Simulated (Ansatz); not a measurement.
# CH3GaO: a ladder of functionals and wavefunction methods

Aim: compute CH3GaO with functionals from several rungs and with coupled cluster. The yardstick is the atomisation energy at the CCSD(T) limit.

Computed with Ansatz 0.2.0, Gaussian basis. Level: functionals in def2-TZVPP, the program's frozen cores in correlated methods.

Plan: LDA (SPW92), PBE-D4, revPBE-D4, BLYP-D4, r2SCAN-D4, B97M-V, PBE0-D4, B3LYP-D4, r2SCANh-D4, r2SCAN0-D4, HSE06-D4, BHLYP-D4, CAM-B3LYP-D4, LC-ωPBE, ωB97X-V, ωB97M-V, B2PLYP, PBE-QIDH; CCSD(T)/def2-SVP; CCSD(T)/def2-TZVPP; MP2/def2-QZVPP; extrapolation to the limit; RPA on PBE.

**1. The relaxed structure**

All runs share one geometry, relaxed beforehand with PBE0-D4 in a triple-zeta def2 set.

6 atoms, charge 0, spin multiplicity 1.

Atoms are counted from 1 here; the program's logs count them from 0.

Bond lengths: O1–C2 1.210 Å, C2–Ga3 2.014 Å, C2–H4 1.116 Å, Ga3–H5 1.566 Å, Ga3–H6 1.566 Å. Angles: O1–C2–Ga3 111.7°, O1–C2–H4 119.0°, Ga3–C2–H4 129.3°, C2–Ga3–H5 118.4°, C2–Ga3–H6 118.4°, H5–Ga3–H6 122.4°.

**2. LDA**

This LDA is Slater exchange with PW92 correlation.

The input, in.yaml:

```yaml
crystal:
  periodic: [false, false, false]
  atoms:
    - {symbol: O, position_ang: [0.129496, -1.671103, 0.763385]}
    - {symbol: C, position_ang: [-0.434045, -0.980321, -0.055209]}
    - {symbol: Ga, position_ang: [0.300828, 0.894314, -0.077760]}
    - {symbol: H, position_ang: [-1.249400, -1.427717, -0.671383]}
    - {symbol: H, position_ang: [1.567469, 1.188411, -0.950378]}
    - {symbol: H, position_ang: [-0.272348, 1.932315, 0.945145]}
basis:
  gaussian: {orbitals: def2-TZVPP}
hamiltonian: {xc: lda}
output: {orbitals: {seedname: orbitals}}
```

Launch:

```
> ansatz run in.yaml --threads 2 --pin off --events-out ev --progress --plain --max-ram 4352MiB
```

The runs that follow: PBE-D4 (GGA); revPBE-D4 (GGA); BLYP-D4 (GGA); r2SCAN-D4 (meta-GGA); B97M-V (meta-GGA); PBE0-D4 (hybrid); B3LYP-D4 (hybrid); r2SCANh-D4 (hybrid); r2SCAN0-D4 (hybrid); HSE06-D4 (hybrid); BHLYP-D4 (hybrid); CAM-B3LYP-D4 (range-separated); LC-ωPBE (range-separated); ωB97X-V (range-separated); ωB97M-V (range-separated); B2PLYP (double hybrid); PBE-QIDH (double hybrid); CCSD(T) in def2-SVP; CCSD(T) in def2-TZVPP; MP2 in def2-QZVPP; RPA on PBE orbitals.

Q: Predict the results of all the runs planned. Wanted: atomisation energy, CCSD(T)/CBS; farthest beyond LDA; mean size of error, GGA; mean size of error, meta-GGA; mean size of error, hybrid; mean size of error, range-separated; mean size of error, double hybrid; gap, smallest and largest; T1 diagnostic.

The runs gave:

| quantity | value |
| --- | --- |
| atomisation energy, CCSD(T)/CBS | 454.3 kcal/mol |
| functionals within 4.5 kcal/mol (1.0 %) | revPBE-D4, BLYP-D4, r2SCAN-D4, B97M-V, PBE0-D4, B3LYP-D4, r2SCANh-D4, HSE06-D4, CAM-B3LYP-D4, LC-ωPBE, ωB97X-V, ωB97M-V |
| farthest beyond LDA | BHLYP-D4 (-22.9 kcal/mol) |
| mean size of error, GGA | 4.4 kcal/mol |
| mean size of error, meta-GGA | 2.0 kcal/mol |
| mean size of error, hybrid | 7.8 kcal/mol |
| mean size of error, range-separated | 0.7 kcal/mol |
| mean size of error, double hybrid | 5.8 kcal/mol |
| gap, smallest and largest | 2.60 eV (LDA (SPW92)), 9.55 eV (LC-ωPBE) |
| T1 diagnostic | 0.0167 |
| triples share of the correlation energy | 4.1 % |

**Reading.** LDA overbinds by 75.0 kcal/mol (17 %). PBE-D4 is off by +11.0 kcal/mol. Double hybrids carry the basis error of their MP2 part in triple zeta, and no dispersion term here, so their miss is partly the set-up's. The rungs range-separated, meta-GGA, GGA miss on average by less than the doubt on the reference (4.5 kcal/mol), so they tie. The reference freezes the cores and leaves out relativity and excitations past (T), and its outer-core shells are covered unevenly, so misses under about 4.5 kcal/mol can't be ranked. Hartree-Fock recovers 68 % of the binding; the rest is correlation. CCSD(T) in def2-SVP is off by -23.8 kcal/mol, more than most functionals: a good method in a small basis is no reference. The gap grows from 2.6 to 9.6 eV across the functionals, mostly with the share of exact exchange. Correlated methods include outer-core shells of Ga, which these sets cover unevenly.
